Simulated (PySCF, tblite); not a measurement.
**C₆H₁₄SSi: geometry, infrared bands and NMR shifts**

What infrared bands and NMR shifts should C₆H₁₄SSi (`C=C(SC)[Si](C)(C)C`) show?

The runs use tblite 0.8.0 and PySCF 2.14.0, with density-fitted response routines of our own; the level of theory stands in each step. All values are computed, except where a source is named. Atoms are numbered from 0 throughout.

## Step 1: Starting geometry

22 atoms, charge 0, multiplicity 1; geometry from: force field or distance geometry start.

Bonds of the start (Å): C0–C1 1.33, C1–S2 1.83, S2–C3 1.83, C1–Si4 1.85, Si4–C5 1.87, Si4–C6 1.83, Si4–C7 1.86, C0–H8 1.07, C0–H9 1.08, C3–H10 1.10, C3–H11 1.13, C3–H12 1.10, C5–H13 1.11, C5–H14 1.13, C5–H15 1.10, C6–H16 1.13, C6–H17 1.12, C6–H18 1.11, C7–H19 1.12, C7–H20 1.10, C7–H21 1.11.

## Step 2: Geometry optimisation with GFN2-xTB

What the job is given:

```
{"job": {"kind": "relax", "xc": "GFN2-xTB", "basis": "xTB"}, "charge": 0, "multiplicity": 1}
C      1.259000     0.437500    -1.350900
C      0.753500     0.071900    -0.179400
S      1.874200    -0.274700     1.228000
C      3.594900    -0.001800     0.674900
Si    -1.077500    -0.102300     0.034300
C     -1.550000     1.205800     1.279900
C     -1.617600    -1.736700     0.652000
C     -1.851200     0.186100    -1.631500
H      0.665800     0.653200    -2.214700
H      2.333600     0.529700    -1.430800
H      3.827500    -0.783400    -0.061800
H      4.265100    -0.092400     1.579300
H      3.715000     1.006100     0.240000
H     -1.364500     2.230700     0.885000
H     -0.865000     1.055700     2.168400
H     -2.574000     1.030400     1.638300
H     -2.711600    -1.651900     0.920800
H     -1.130500    -2.028600     1.619200
H     -1.575800    -2.554200    -0.096400
H     -2.937900    -0.069300    -1.652800
H     -1.369300    -0.518000    -2.332800
H     -1.674200     1.233600    -1.969800
```

Started as:

```sh
OMP_NUM_THREADS=1 python probes_run.py task.json out
```

The driver reads the jobs from task.json and runs them one after another.

**Question.** This job is followed by: GFN2-xTB harmonic vibrations, gas phase; GIAO PBE0/pcSseg-1 NMR shielding, non-relativistic, gas phase. Predict these results of the whole session: strongest single infrared mode (GFN2-xTB); zero-point energy (GFN2-xTB); ¹³C shifts against TMS (PBE0/pcSseg-1, means over atoms taken as alike); ¹H shifts against TMS (PBE0/pcSseg-1, means over atoms taken as alike); ³³S shifts against CS2 (PBE0/pcSseg-1); ²⁹Si shifts against TMS (PBE0/pcSseg-1); surface potential, 1st and 99th percentile.

As calculated:

| quantity | value |
| --- | --- |
| strongest single infrared mode (GFN2-xTB) | 873 cm⁻¹, 308 km/mol |
| zero-point energy (GFN2-xTB) | 113.3 kcal/mol |
| ¹³C shifts against TMS (PBE0/pcSseg-1, means over atoms taken as alike) | 159.2, 116.0, 18.4, -1.0 ppm |
| ¹H shifts against TMS (PBE0/pcSseg-1, means over atoms taken as alike) | 5.46, 5.17, 2.19, 0.18 ppm |
| ³³S shifts against CS2 (PBE0/pcSseg-1) | 32 ppm |
| ²⁹Si shifts against TMS (PBE0/pcSseg-1) | -2.4 ppm |
| surface potential, 1st and 99th percentile | -0.95 V and 0.84 V |

Relaxing lowered the energy by 0.595 eV in 73 steps; the close pair that moved most is Si4–C6, from 1.829 to 1.906 Å. All 60 modes are real, so the xTB geometry is a minimum. The strongest single mode, at 873 cm⁻¹, has its largest shares on Si4, H19, H16 and H15 (the list is cut at 4 atoms). Unscaled tight-binding wavenumbers are off by several per cent, some by more. Its intensities can rank the bands wrongly. C1 (fully substituted alkene carbon) lies farthest downfield among carbon, at 159.2 ppm; an sp2 carbon of a C=C bond. At PBE0/pcSseg-1: Shielding is most anisotropic at S2 (span 374 ppm, paramagnetic term -589 ppm).
